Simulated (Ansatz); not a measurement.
Predict the output of the script below (the Python package of Ansatz (0.2.0)).

Script `energy_c2h5closi.py`:
```python
"""Single point of C2H5ClOSi in a Gaussian basis."""

import ansatz as az
from ase import Atoms

atoms = Atoms(["C", "Si", "Cl", "C", "O", "H", "H", "H", "H", "H"], positions=[
    (-1.1778, -1.0165, 0.019),
    (0.44, -0.2949, 0.1017),
    (1.9493, -1.5986, 0.2244),
    (0.9256, 1.4943, 0.0702),
    (0.826, 0.7265, -1.1542),
    (-1.4427, -1.6285, 0.8422),
    (-1.9628, -0.1846, 0.0296),
    (-1.3442, -1.5285, -0.9186),
    (1.8191, 1.7948, 0.5084),
    (0.0507, 2.1848, 0.2801),
])
c2h5closi = az.Crystal.molecule_from_ase(atoms)

base = c2h5closi.calculation().basis(gaussian="def2-SVP").functional("b3lyp")
print(base.to_yaml())
res = base.run()
rep = res.report

print(f"E = {rep['free_energy_ev']:.6f} eV = {rep['free_energy_ev'] / 27.211386246:.7f} Ha")
print("converged:", rep["converged"], " doubts:", rep["published_state_doubts"] or "none")
```

```console
$ python energy_c2h5closi.py
crystal:
  periodic: [false, false, false]
  atoms:
    - { symbol: C, position_ang: [-1.1778, -1.0165, 0.019] }
    - { symbol: Si, position_ang: [0.44, -0.2949, 0.1017] }
    - { symbol: Cl, position_ang: [1.9493, -1.5986, 0.2244] }
    - { symbol: C, position_ang: [0.9256, 1.4943, 0.0702] }
    - { symbol: O, position_ang: [0.826, 0.7265, -1.1542] }
    - { symbol: H, position_ang: [-1.4427, -1.6285, 0.8422] }
    - { symbol: H, position_ang: [-1.9628, -0.1846, 0.0296] }
    - { symbol: H, position_ang: [-1.3442, -1.5285, -0.9186] }
    - { symbol: H, position_ang: [1.8191, 1.7948, 0.5084] }
    - { symbol: H, position_ang: [0.0507, 2.1848, 0.2801] }
basis:
  gaussian:
    orbitals: def2-SVP
hamiltonian:
  xc: b3lyp

E = -24594.632433 eV = -903.8360711 Ha
converged: True  doubts: none
```

The settings weren't tested for convergence. The geometry is a force-field or estimated start, not a minimum of this method, and the basis set is short of its limit. b3lyp holds the VWN-RPA fit, as in Gaussian; the form of ORCA and Turbomole is b3lyp5. Run time: 4 s on 1 thread of Arm Neoverse V1, with other jobs on the host, peak memory 0.27 GiB.
